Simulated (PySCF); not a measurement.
**C5H11Al: electronic excitations**

What electronic excitations should C5H11Al (`C=C[C@@H](C)[CH2][AlH2]`) show?

Programs: PySCF 2.14.0, with density-fitted response routines of our own. Each step states its level of theory. These are calculated values for one molecule in the gas phase, unless marked as measured. Atoms are numbered from 0 throughout.

### Step 1. The starting structure

17 atoms, charge 0, multiplicity 1; geometry from: GFN2-xTB.

Bonds of the start (Å): C0–C1 1.33, C1–C2 1.49, C2–C3 1.52, C2–C4 1.56, C4–Al5 2.01, C0–H6 1.08, C0–H7 1.08, C1–H8 1.08, C2–H9 1.10, C3–H10 1.09, C3–H11 1.09, C3–H12 1.09, C4–H13 1.10, C4–H14 1.10, Al5–H15 1.55, Al5–H16 1.55.

### Step 2. Ultraviolet spectrum: CAM-B3LYP/def2-SVPD

Job settings and geometry (Å):

```
{"job": {"kind": "uv", "xc": "CAM-B3LYP", "basis": "def2-SVPD", "nstates": 8, "ntriplets": 3}, "charge": 0, "multiplicity": 1}
C     -0.889202    -1.553858     0.363171
C     -0.809422    -0.715807    -0.671420
C     -0.458041     0.732306    -0.586753
C     -0.770226     1.355975     0.767205
C      1.081560     0.751330    -0.824490
Al     1.625198    -0.842849     0.274354
H     -1.099884    -2.601147     0.216676
H     -0.910162    -1.208340     1.384833
H     -0.892458    -1.109581    -1.677933
H     -0.985029     1.284672    -1.375207
H     -0.577686     2.426138     0.737359
H     -0.121450     0.915934     1.527158
H     -1.811643     1.198344     1.043789
H      1.440477     1.776128    -0.669200
H      1.265997     0.541913    -1.892252
H      2.093793    -2.137779    -0.442694
H      1.811180    -0.801349     1.815493
```

Level: TDDFT CAM-B3LYP/def2-SVPD, vertical, gas phase, core orbitals frozen in the response.

Started as:

```bash
$ OMP_NUM_THREADS=1 python probes_run.py task.json out
```

This one command runs all jobs of the session in turn.

Log:

```text
coarse grid: 13880 points
cycle   1  E = -439.0962359269  dE =  5.496e-01  |g| = 3.385e-01  |ddm| = 6.867e+00
cycle   2  E = -439.1118098941  dE = -1.557e-02  |g| = 2.688e-01  |ddm| = 1.123e+00
cycle   3  E = -439.1304211118  dE = -1.861e-02  |g| = 4.335e-02  |ddm| = 5.137e-01
cycle   4  E = -439.1309226404  dE = -5.015e-04  |g| = 1.480e-02  |ddm| = 1.178e-01
cycle   5  E = -439.1309767665  dE = -5.413e-05  |g| = 4.103e-03  |ddm| = 3.633e-02
cycle   6  E = -439.1309809083  dE = -4.142e-06  |g| = 1.206e-03  |ddm| = 9.590e-03
final grid: 127024 points
cycle   7  E = -439.2079006468  dE = -3.795e-05  |g| = 3.374e-03  |ddm| = 1.151e-01
cycle   8  E = -439.2079012530  dE = -6.063e-07  |g| = 3.123e-03  |ddm| = 1.692e-02
cycle   9  E = -439.2079037264  dE = -2.473e-06  |g| = 2.373e-04  |ddm| = 5.564e-03
cycle  10  E = -439.2079037363  dE = -9.940e-09  |g| = 1.611e-04  |ddm| = 1.067e-03
cycle  11  E = -439.2079037433  dE = -6.991e-09  |g| = 3.183e-05  |ddm| = 3.824e-04
cycle  12  E = -439.2079037436  dE = -2.619e-10  |g| = 9.818e-06  |ddm| = 9.413e-05
converged SCF energy = -439.2079037436

Static polarisability (au): isotropic 86.023, principal 80.121 85.213 92.734

Singlet excitations
state   eV       nm        f      main configurations
  1   5.4792    226.3   0.00100   H->L 0.97
  2   5.9704    207.7   0.00177   H-1->L 0.89
  3   6.4582    192.0   0.00971   H->L+1 0.65, H-2->L 0.22
  4   6.6478    186.5   0.08017   H-2->L 0.61, H->L+1 0.23
  5   7.0897    174.9   0.02647   H-1->L+1 0.66, H->L+2 0.09
  6   7.2043    172.1   0.02692   H->L+2 0.62, H->L+3 0.16, H-1->L+1 0.10
  7   7.3737    168.1   0.01531   H-3->L 0.52, H-4->L 0.25
  8   7.6638    161.8   0.09477   H-2->L+1 0.54, H-1->L+2 0.29

Triplet excitations (Tamm-Dancoff, eV): 4.4587 5.2450 5.6198
```

Run time: 41 s. Hardware: 1 thread of Arm Neoverse V1, shared host; peak memory 0.98 GiB.

Frontier orbitals and where they lie:

```tsv
orbital	eV	atoms
HOMO−3	-10.99	C2 18 %, C3 18 %, C4 17 %
HOMO−2	-9.64	C0 27 %, C1 22 %, C4 13 %
HOMO−1	-9.16	Al5 33 %, H15 29 %, H16 19 %
HOMO	-8.74	C4 38 %, Al5 22 %, C2 12 %
LUMO	0.07	C1 29 %, Al5 22 %, C0 18 %
LUMO+1	0.96	Al5 28 %, C0 19 %, C1 9 %
LUMO+2	1.15	Al5 49 %, H8 6 %, C1 6 %
```

With each of the 8 states as a Gaussian band of 0.4 eV half-width at 1/e, the curve within the window shown has maxima at 184 nm (ε 4,200), 165 nm (ε 4,900) L/(mol cm). Beyond the last state computed it falls off for lack of states. The curve at chosen wavelengths:

nm, ε (L/mol/cm) and a bar:
```
      156       2295 ##############
      160       4059 #########################
      164       4857 ##############################
      168       4626 #############################
      172       4141 ##########################
      176       3914 ########################
      180       4017 #########################
      183       4152 ##########################
      187       4051 #########################
      191       3423 #####################
      195       2451 ###############
      199       1503 #########
      203        818 #####
      207        418 ###
      211        219 #
      215        129 #
      219         89 #
      223         70 
      227         57 
      230         49 
      234         38 
      238         28 
      242         20 
      246         13 
      250          8 
      254          5
```

Ground-state properties from the same run:

```tsv
property	computed
dipole moment (D)	2.27
polarisability (Å³)	12.75
HOMO–LUMO gap (eV)	8.81
−ε(HOMO) (eV)	8.74
```

### Step 3. What came out

| quantity | value |
| --- | --- |
| lowest singlet (CAM-B3LYP/def2-SVPD) | 5.48 eV (226 nm), f = 0.001 |
| brightest single state of those computed | state 8, 7.66 eV, f = 0.095 |
| lowest triplet | 4.46 eV |

What this shows: The first singlet state (HOMO→LUMO 0.97) lies at 5.48 eV and is weak; of the 8 states computed, the strongest absorption comes from state 8 at 7.66 eV (the last computed, so partners may be missing). The lowest triplet lies 1.02 eV below the lowest singlet (triplets in Tamm-Dancoff, singlets in full TDDFT).
